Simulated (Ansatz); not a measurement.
**C2H4AlNO: how energies converge with the basis set**

The task here is to estimate one member of a computed series from the others.

Computed with Ansatz 0.2.0, Gaussian basis. Level: one geometry, several basis sets.

Levels to be run: PBE0-D4/def2-SVP; ωB97M-V/def2-SVP; PBE0-D4/def2-QZVPP; ωB97M-V/def2-QZVPP; the functionals' def2-TZVPP values are taken from earlier runs.

## Structure used throughout

An earlier PBE0-D4 in a triple-zeta def2 set relaxation fixed the geometry.

SMILES `[CH3][AlH][N]=C=O`, 9 atoms, charge 0, spin multiplicity 1.

Atoms are counted from 1 here; the program's logs count them from 0.

Bond lengths: C1–Al2 1.938 Å, C1–H6 1.092 Å, C1–H7 1.095 Å, C1–H8 1.094 Å, Al2–N3 1.777 Å, Al2–H9 1.579 Å, N3–C4 1.195 Å, C4–O5 1.167 Å. Angles: Al2–C1–H6 112.6°, Al2–C1–H7 110.5°, Al2–C1–H8 111.0°, H6–C1–H7 107.7°, H6–C1–H8 108.2°, H7–C1–H8 106.5°, C1–Al2–N3 118.0°, C1–Al2–H9 125.9°, N3–Al2–H9 116.1°, Al2–N3–C4 179.0°, N3–C4–O5 179.9°.

Set-up of the first run:

Contents of in.yaml:

```yaml
crystal:
  periodic: [false, false, false]
  atoms:
    - {symbol: C, position_ang: [-1.479795, -0.787162, 0.045391]}
    - {symbol: Al, position_ang: [0.119957, -0.030748, 0.835226]}
    - {symbol: N, position_ang: [1.322483, 0.697022, -0.251718]}
    - {symbol: C, position_ang: [2.142522, 1.192162, -0.965715]}
    - {symbol: O, position_ang: [2.941840, 1.675124, -1.665548]}
    - {symbol: H, position_ang: [-2.104258, -1.304890, 0.776994]}
    - {symbol: H, position_ang: [-2.087958, -0.002442, -0.416842]}
    - {symbol: H, position_ang: [-1.228129, -1.494406, -0.750743]}
    - {symbol: H, position_ang: [0.461938, 0.009040, 2.375856]}
basis:
  gaussian: {orbitals: def2-SVP}
hamiltonian: {xc: pbe0, dispersion: d4}
output: {orbitals: {seedname: orbitals}}
```

Steps of the session up to this table: PBE0-D4 in def2-SVP; ωB97M-V in def2-SVP; PBE0-D4 in def2-QZVPP; ωB97M-V in def2-QZVPP.

One of the session's tables, all rows but one given; the rest of the session is left out.

It belongs to the step «Functionals by basis». 

```
functional       basis  HOMO (eV)
   PBE0-D4    def2-SVP      -7.97
   PBE0-D4  def2-TZVPP      -8.07
   PBE0-D4  def2-QZVPP      -8.09
   ωB97M-V    def2-SVP     -10.13
   ωB97M-V  def2-TZVPP          ?
   ωB97M-V  def2-QZVPP     -10.28
```

Estimate the missing values for ωB97M-V, def2-TZVPP.

The run gave: HOMO (eV): -10.26. In the column «HOMO (eV)» it lies between ωB97M-V, def2-QZVPP (-10.28) and ωB97M-V, def2-SVP (-10.13).
